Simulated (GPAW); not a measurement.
The system is GaB.

```
CELL_PARAMETERS angstrom
2.71824 0.00000 0.00000
0.00000 2.71824 0.00000
0.00000 0.00000 3.23621
ATOMIC_POSITIONS crystal
Ga 0.50000 0.50000 0.50000
B 0.00000 0.00000 0.00000
```

The cell was built by a generator and needn't be a form met in nature.

Program: GPAW 26.7.0. Alike in all runs: task single point; no spin polarisation; cell as given; k mesh 10 × 10 × 8; cutoff (eV) 800; smearing fermi-dirac 0.05 eV.

**Question.** Order these runs on this cell by their pressure, lowest first.
A. level BLYP; potentials or basis PAW data sets generated in the run's folder for this functional, pw; eigensolver davidson
B. level LDA; potentials or basis the program's PAW data sets (release 1.2.1) made for this functional, pw
C. level TPSS; potentials or basis GPAW PAW data sets (gpaw-data 1.2.1), pw; eigensolver davidson
D. level PBEsol; potentials or basis PAW data sets generated in the run's folder for this functional, pw
E. level PW91; potentials or basis PAW data sets generated in the run's folder for this functional, pw

**Answer.** B (-5.9 GPa), D (-3.0 GPa), C (-1.0 GPa), E (1.6 GPa), A (8.9 GPa).

Caveats: the PAW data sets were made with another functional, which shifts forces and pressure a little (some runs).

Runs at the PBE level aren't shown here.
